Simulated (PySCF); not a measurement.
# A diatomic session: KNa+

Aim: find the lowest electronic state of KNa+, scan its bond at several levels of theory, and get bond length, wavenumber and dissociation energy from each curve.

Method: K 6-31G(d,p), Na 6-31G(d,p), no relativity; program: PySCF 2.14.0.

### Step 1. Input

A driver script around PySCF takes these settings:

```
atoms                         : K, Na
charge                        : 1
basis                         : K 6-31G(d,p), Na 6-31G(d,p)
Hamiltonian                   : no relativity
basis functions               : 50
electrons treated             : 29
masses in u                   : 38.9637, 22.9898
levels                        : PBE0, PBE, r²SCAN, PBEsol, MN15, B97-3, HF, MP2, SCS-MP2, CCSD, CCSD(T)
grid                          : 80 radial by 434 angular points
occupations                   : held fixed by the projection of orbital angular momentum
dissociation limit            : K+ + Na, each in its ground configuration
starting distance in angstrom : 3.620
values of 2S to try           : 1, 3
```

Run with:

```sh
$ OMP_NUM_THREADS=1 python dia.py task.json out
```

The runs that follow: The PBE0 curve of the state that the search chose; PBE (GGA); r²SCAN (meta-GGA); PBEsol; MN15; B97-3; UHF (mean field); Adding correlation.

**Question.** What will these runs give? Wanted: for each run, Re; ωe; De; μ.

The runs gave:

Lowest PBE0 solution found, without spin–orbit coupling: ²Σ⁺ (doublet), unpaired electrons σ ↑.

| level | Re (Å) | ωe (cm⁻¹) | De (eV) | μ (D) |
| --- | --- | --- | --- | --- |
| UHF | 4.264 | 85.6 | 0.494 | -0.69 |
| UHF-MP2 | 4.201 | 88.7 | 0.54 | n/a |
| UHF-SCS-MP2 | 4.210 | 88.4 | 0.53 | n/a |
| UHF-CCSD | 4.199 | 88.8 | 0.54 | n/a |
| UHF-CCSD(T) | 4.197 | 88.9 | 0.54 | n/a |
| PBE | 4.111 | 81.4 | 0.58 | -0.27 |
| PBEsol | 4.083 | 82.9 | 0.58 | -0.22 |
| r²SCAN | 4.094 | 86.4 | 0.54 | -0.51 |
| PBE0 | 4.112 | 84.9 | 0.57 | -0.33 |
| B97-3 | 4.206 | 79.0 | 0.444 | -0.88 |
| MN15 | 3.916 | 55.3 | 0.313 | -1.58 |

De is counted to K+ + Na in their ground configurations. A positive dipole points from K to Na; in an ion it is taken about the centre of mass and does not tell which atom is negative.

**Reading.** Bond lengths run from 3.916 Å (MN15) to 4.264 Å (UHF). CCSD(T) can't serve as the judge here: for a weak bond in this basis it is far from its limit. Of the levels with a De here, MN15 gives the least (0.313 eV) and PBEsol the most (0.58 eV).

Correlated steps freeze 6 core orbitals.
